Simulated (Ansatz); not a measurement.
# CH5FOSn (SMILES [CH3][SnH]([OH])[F]): BLYP/def2-SVP (core potential)

What is the vertical ionisation energy of CH5FOSn at BLYP/def2-SVP (core potential)? 

The calculation is run with Ansatz 0.2.0.

116 further runs of the same task are left out: 116 set aside as unsound or not needed.

## 1. Starting point

CH5FOSn has 9 atoms, charge 0, and is taken as a singlet. SMILES: `[CH3][SnH]([OH])[F]`. Geometry: relaxed at PBE0-D4/def2-TZVP. This is one conformer, not always the lowest.

Bond lengths: C1–Sn2 2.120 Å, Sn2–O3 1.954 Å, Sn2–F4 1.928 Å, C1–H5 1.090 Å, C1–H6 1.090 Å, C1–H7 1.090 Å, Sn2–H8 1.697 Å, O3–H9 0.960 Å. Some angles: C1–Sn2–O3 112.2°, C1–Sn2–F4 104.4°, O3–Sn2–F4 104.6°, C1–Sn2–H8 121.5°, O3–Sn2–H8 105.6°, F4–Sn2–H8 107.3°, Sn2–C1–H5 109.8°, Sn2–C1–H6 110.0°, Sn2–C1–H7 108.7°, Sn2–O3–H9 113.8°.

## 2. The energy at BLYP/def2-SVP (core potential)

File run.yaml:

```yaml
crystal:
  periodic: [false, false, false]
  atoms:
    - symbol: C
      position_ang: [-0.348000, 1.320900, -0.172600]
    - symbol: Sn
      position_ang: [-0.271200, -0.757400, 0.237600]
    - symbol: O
      position_ang: [1.527400, -1.346400, 0.725000]
    - symbol: F
      position_ang: [-0.613200, -1.596000, -1.464600]
    - symbol: H
      position_ang: [-1.361700, 1.603400, -0.455800]
    - symbol: H
      position_ang: [-0.043600, 1.885400, 0.708500]
    - symbol: H
      position_ang: [0.329800, 1.539100, -0.997600]
    - symbol: H
      position_ang: [-1.308700, -1.477000, 1.371800]
    - symbol: H
      position_ang: [2.177700, -1.218400, 0.030600]
basis:
  gaussian:
    orbitals: def2-SVP
hamiltonian:
  xc: {name: BLYP}
accuracy: high
output: {orbitals: {seedname: orbitals}}
```

On the command line:

```
ansatz run run.yaml --threads 1 --pin off --max-ram 3480MiB --events-out events.jsonl --progress --plain --runs-dir runs
```

Log:

```text
Warning: RAYON_NUM_THREADS=1 ignored (pool sized by the plan → 1); use --threads N
Functional definition: BLYP
  name "BLYP"
  parameter beta = 0.0042
  parameter a = 0.04918
  parameter b = 0.132
  parameter c = 0.2533
  parameter d = 0.349
  exchange = b88_x(beta = beta)
  correlation = lyp_c(a = a, b = b, c = c, d = d)
2210 factors; integrals over basis functions are off by at most 3.4e-9 eV
mean field evaluation 1: about -11691.2410 eV, gradient 8.8e1 eV
mean field evaluation 2: about -11616.8175 eV, gradient 1.9e2 eV
mean field evaluation 4: about -11706.4038 eV, gradient 1.8e1 eV
mean field evaluation 8: about -11707.0518 eV, gradient 6.4e-1 eV
mean field evaluation 16: about -11707.0443 eV, gradient 4.4e-5 eV
mean field -11707.04426178 eV, -430.2259413006 hartree, gradient 1.4e-8 eV, S^2 0.000000; 0 other end points of the search recorded, 0 dependent functions left out
reference -11707.04431978 eV, -430.2259434324 hartree; 25, 25 occupied and 68, 68 virtual orbitals, 2210 factors
Total energy: -11707.04431978 eV, -430.2259434324 hartree
```

Wall time 8.1 s (1 thread of Arm Neoverse V1, shared host); peak memory 0.26 GiB.

## 3. The doublet cation, same level

File molecule.yaml:

```yaml
crystal:
  periodic: [false, false, false]
  atoms:
    - {symbol: C, position_ang: [-0.348000, 1.320900, -0.172600]}
    - {symbol: Sn, position_ang: [-0.271200, -0.757400, 0.237600]}
    - {symbol: O, position_ang: [1.527400, -1.346400, 0.725000]}
    - {symbol: F, position_ang: [-0.613200, -1.596000, -1.464600]}
    - {symbol: H, position_ang: [-1.361700, 1.603400, -0.455800]}
    - {symbol: H, position_ang: [-0.043600, 1.885400, 0.708500]}
    - {symbol: H, position_ang: [0.329800, 1.539100, -0.997600]}
    - {symbol: H, position_ang: [-1.308700, -1.477000, 1.371800]}
    - {symbol: H, position_ang: [2.177700, -1.218400, 0.030600]}
basis:
  gaussian:
    orbitals: def2-SVP
total_charge: 1
magnetization:
  spin_polarized: true
  initial_magnetization: 1
hamiltonian:
  xc: {name: BLYP}
accuracy: high
output: {orbitals: {seedname: orbitals}}
```

On the command line:

```
ansatz run molecule.yaml --threads 1 --pin off --max-ram 3480MiB --events-out events.jsonl --progress --plain --runs-dir runs
```

Log:

```text
Warning: RAYON_NUM_THREADS=1 ignored (pool sized by the plan → 1); use --threads N
Functional definition: BLYP
  name "BLYP"
  parameter beta = 0.0042
  parameter a = 0.04918
  parameter b = 0.132
  parameter c = 0.2533
  parameter d = 0.349
  exchange = b88_x(beta = beta)
  correlation = lyp_c(a = a, b = b, c = c, d = d)
2211 factors; integrals over basis functions are off by at most 3.4e-9 eV
mean field evaluation 1: about -11664.6061 eV, gradient 8.7e1 eV
mean field evaluation 2: about -11400.9031 eV, gradient 2.2e2 eV
mean field evaluation 4: about -11683.0926 eV, gradient 5.3e1 eV
mean field evaluation 8: about -11697.2218 eV, gradient 1.4e0 eV
mean field evaluation 16: about -11697.2287 eV, gradient 2.8e-3 eV
mean field evaluation 32: about -11693.7296 eV, gradient 2.2e1 eV
mean field -11697.22871543 eV, -429.8652266258 hartree, gradient 1.2e-8 eV, S^2 0.753793; 6 other end points of the search recorded, 0 dependent functions left out
reference -11697.22877182 eV, -429.8652286981 hartree; 25, 24 occupied and 68, 69 virtual orbitals, 2211 factors
Total energy: -11697.22877182 eV, -429.8652286981 hartree
```

Wall time 19 s (1 thread of Arm Neoverse V1, shared host); peak memory 0.34 GiB.

## 4. Outcome

Level: BLYP/def2-SVP (core potential).

```
                                          quantity          value
                     singlet CH5FOSn: total energy  -430.22594 Eh
                      singlet CH5FOSn: HOMO energy       -6.46 eV
                      singlet CH5FOSn: LUMO energy       -0.97 eV
                    singlet CH5FOSn: HOMO–LUMO gap        5.49 eV
                      doublet cation: total energy  -429.86523 Eh
doublet cation: HOMO energy (highest over α and β)      -13.53 eV
 doublet cation: LUMO energy (lowest over α and β)      -12.99 eV
                              doublet cation: ⟨S²⟩          0.754
vertical ionisation energy (to the doublet cation)       9.816 eV
```

In words: Removing an electron at fixed nuclei costs 9.82 eV (947 kJ/mol). The negative HOMO energy of the first species, 6.46 eV, lies 3.36 eV below that difference.
